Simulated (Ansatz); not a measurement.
# C3H6BClO: the cost of one run

Program: Ansatz 0.2.0. Level of theory: RKS PBE/STO-3G. These are calculated values, not measurements.

**1. Starting point**

Bond lengths: B1–C2 1.578 Å, C2–C3 1.506 Å, C2–Cl4 1.828 Å, C2–C5 1.495 Å, C5–O6 1.239 Å, B1–H7 1.140 Å, B1–H8 1.225 Å, C3–H9 1.086 Å, C3–H10 1.130 Å, C3–H11 1.136 Å, C5–H12 1.086 Å. Angles (14 of 18 angles, heavy atoms first): B1–C2–C3 108.3°, B1–C2–Cl4 109.6°, B1–C2–C5 111.8°, C3–C2–Cl4 107.5°, C3–C2–C5 111.0°, Cl4–C2–C5 108.6°, C2–C5–O6 121.3°, C2–B1–H7 123.9°, C2–B1–H8 115.7°, C2–C3–H9 114.0°, C2–C3–H10 113.4°, C2–C3–H11 111.0°, C2–C5–H12 122.2°, O6–C5–H12 116.4°.

Coordinates:

```xyz
12

B    -1.2010   -0.7520   -0.6346
C     0.0773    0.1268   -0.3479
C     0.9926   -0.6535    0.5584
Cl    0.9776    0.4285   -1.9094
C    -0.2796    1.4463    0.2582
O    -0.8175    1.5193    1.3719
H    -1.3818   -1.7786   -0.1743
H    -2.0454   -0.2402   -1.3588
H     1.3280   -1.5981    0.1398
H     0.5396   -0.8784    1.5694
H     1.9362   -0.0645    0.7906
H    -0.0489    2.3892   -0.2294
```

**2. Preparing the start**

input.yaml

```yaml
crystal:
  periodic: [false, false, false]
  atoms:
    - { symbol: B, position_ang: [-1.201, -0.752, -0.6346] }
    - { symbol: C, position_ang: [0.0773, 0.1268, -0.3479] }
    - { symbol: C, position_ang: [0.9926, -0.6535, 0.5584] }
    - { symbol: Cl, position_ang: [0.9776, 0.4285, -1.9094] }
    - { symbol: C, position_ang: [-0.2796, 1.4463, 0.2582] }
    - { symbol: O, position_ang: [-0.8175, 1.5193, 1.3719] }
    - { symbol: H, position_ang: [-1.3818, -1.7786, -0.1743] }
    - { symbol: H, position_ang: [-2.0454, -0.2402, -1.3588] }
    - { symbol: H, position_ang: [1.328, -1.5981, 0.1398] }
    - { symbol: H, position_ang: [0.5396, -0.8784, 1.5694] }
    - { symbol: H, position_ang: [1.9362, -0.0645, 0.7906] }
    - { symbol: H, position_ang: [-0.0489, 2.3892, -0.2294] }
basis:
  gaussian: { orbitals: STO-3G }
hamiltonian:
  xc: pbe
relax:
  f_tol: 0.02
  max_steps: 40
```

Launch:

```bash
$ ansatz run input.yaml --threads 1 --pin off --max-ram 2048MiB --backend cpu --events-out ev --progress --plain --runs-dir out
```

Q: Estimate wall time and peak memory on 1 thread of Intel Xeon 6975P-C (Granite Rapids), shared host.

About 37 s, with a peak of 0.17 GiB.
